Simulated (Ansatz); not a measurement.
# TaAl5: the cost of one run

Program: Ansatz 0.2.0. Level of theory: DFT PBE, scalar-relativistic, plane waves, PAW. These are calculated values, not measurements.

1 further run of the same task is left out (it didn't finish).

### 1 Starting point

The structure is cubic, space group F-43m (No. 216). The conventional cell has a = 7.253 Å, b = 7.253 Å, c = 7.253 Å, α = 90.00°, β = 90.00°, γ = 90.00°. Around Ta (site symmetry -43m) lie 16 Al at 3.01 to 3.14 Å. Al (site symmetry 3m) is surrounded by 6 Al at 2.56 to 2.57 Å. Around Al (site symmetry -43m) lie 12 Al at 3.01 Å and 4 Ta at 3.14 Å.

Structure file:

```cif
data_structure
_symmetry_space_group_name_H-M 'P 1'
_symmetry_Int_Tables_number 1
_cell_length_a 5.1289
_cell_length_b 5.1289
_cell_length_c 5.1289
_cell_angle_alpha 60.000
_cell_angle_beta 60.000
_cell_angle_gamma 60.000
_cell_volume 95.40
loop_
_atom_site_label
_atom_site_type_symbol
_atom_site_fract_x
_atom_site_fract_y
_atom_site_fract_z
_atom_site_occupancy
Ta1 Ta 0.00000 0.00000 0.00000 1
Al1 Al 0.62475 0.12574 0.62475 1
Al2 Al 0.25000 0.25000 0.25000 1
Al3 Al 0.12574 0.62475 0.62475 1
Al4 Al 0.62475 0.62475 0.62475 1
Al5 Al 0.62475 0.62475 0.12574 1
```

The cell is invented: species swapped into a database cell of Be5Au (F-43m, No. 216), with Al on the Be sites and Ta on the Au sites. Lengths come from tabulated atomic sizes and are only a guess.

### 2 A first look at the guess

input.yaml reads:

```yaml
crystal:
  lattice:
    - [0.0, 3.62669362, 3.62669362]
    - [3.62669362, 0.0, 3.62669362]
    - [3.62669362, 3.62669362, 0.0]
  atoms:
    - { symbol: Ta, position: [0.0, 0.0, 0.0] }
    - { symbol: Al, position: [0.62475203, 0.1257439, 0.62475203] }
    - { symbol: Al, position: [0.25, 0.25, 0.25] }
    - { symbol: Al, position: [0.1257439, 0.62475203, 0.62475203] }
    - { symbol: Al, position: [0.62475203, 0.62475203, 0.62475203] }
    - { symbol: Al, position: [0.62475203, 0.62475203, 0.1257439] }
basis:
  ecutwfc: 420
kpoints:
  mp_grid: { grid: [4, 4, 4] }
hamiltonian:
  xc: pbe
scf:
  occupations: { method: gaussian, width: 0.1 }
  lower_state_search: "off"
output:
  forces: true
  stress: true
  eigenvalues: true
```

On the command line:

```sh
> ansatz run input.yaml --threads 1 --pin off --max-ram 2560MiB --backend cpu --events-out ev --progress --plain --runs-dir out
```

**Question.** How long does this run take on 1 thread of Intel Xeon at 2.50GHz (Skylake/Cascade Lake), shared host, and how much memory does it need?

About 3.1 s, with a peak of 0.33 GiB.
